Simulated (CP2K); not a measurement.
# VWC2 under changes of volume

One of the cells (9.834 Å³/atom); the others are scaled copies at fixed shape and fractional positions:

```
W V C
1.0
     5.23563    0.00000    0.00000
     4.35650    2.90392    0.00000
     4.35650    1.31889    2.58714
W V C
1 1 2
Direct
  0.00000 0.00000 0.00000
  0.50000 0.50000 0.50000
  0.24649 0.24649 0.24649
  0.75351 0.75351 0.75351
```

The cell comes from a database or a generator and needn't be the stable form of this composition.

* Program: CP2K 2026.2
* Functional: PBEsol
* Potentials or basis: GTH_POTENTIALS W GTH-PBE-q14; POTENTIAL_UZH V GTH-PBE-q13, C GTH-PBE-q4; TZVP-MOLOPT-SR-GTH, TZVP-MOLOPT-PBE-GTH basis
* Density cutoff: 6123 eV
* k mesh: 10 × 10 × 10
* Occupations: fermi-dirac, width 0.05 eV
* Spin: collinear spin, ferromagnetic start
* Starting moments: [0.0, 2.0, 0.0, 0.0] μB

| volume (Å³/atom) | energy over the lowest point (meV/atom) | pressure (GPa) | largest force (eV/Å) |
| --- | --- | --- | --- |
| 9.244 | ? | ? | ? |
| 9.440 | 0.00 | 3.6 | 0.072 |
| 9.637 | 0.24 | -3.8 | 0.162 |
| 9.834 | 9.10 | -10.4 | 0.245 |
| 10.030 | 25.71 | -16.4 | 0.321 |
| 10.227 | 49.27 | -21.8 | 0.391 |
| 10.424 | 79.05 | -26.6 | 0.456 |

Problem. What does the run at 9.244 Å³/atom give?

Solution. Energy over the lowest point 9.38 meV/atom; pressure 11.9 GPa; largest force 0.025 eV/Å.

Worked out: A Birch-Murnaghan fit of order 3 (a polynomial in V^(-2/3)) to the other rows has its minimum at 9.53 Å³/atom with B0 = V·E''(V) = 363 GPa and B' = 4.5 at fixed shape and positions, which overstates the stiffness. It gives 9.44 meV/atom at 9.244 Å³/atom, against the run's 9.38, and -dE/dV = 12.0 GPa, against 11.9.

Energies are extrapolated to zero smearing.

Caveats: the potentials were made for another functional, which shifts forces and pressure; the basis of atomic orbitals isn't converged, which shifts pressures, moduli and gaps; the total moment is fixed, so each spin has its own Fermi level.
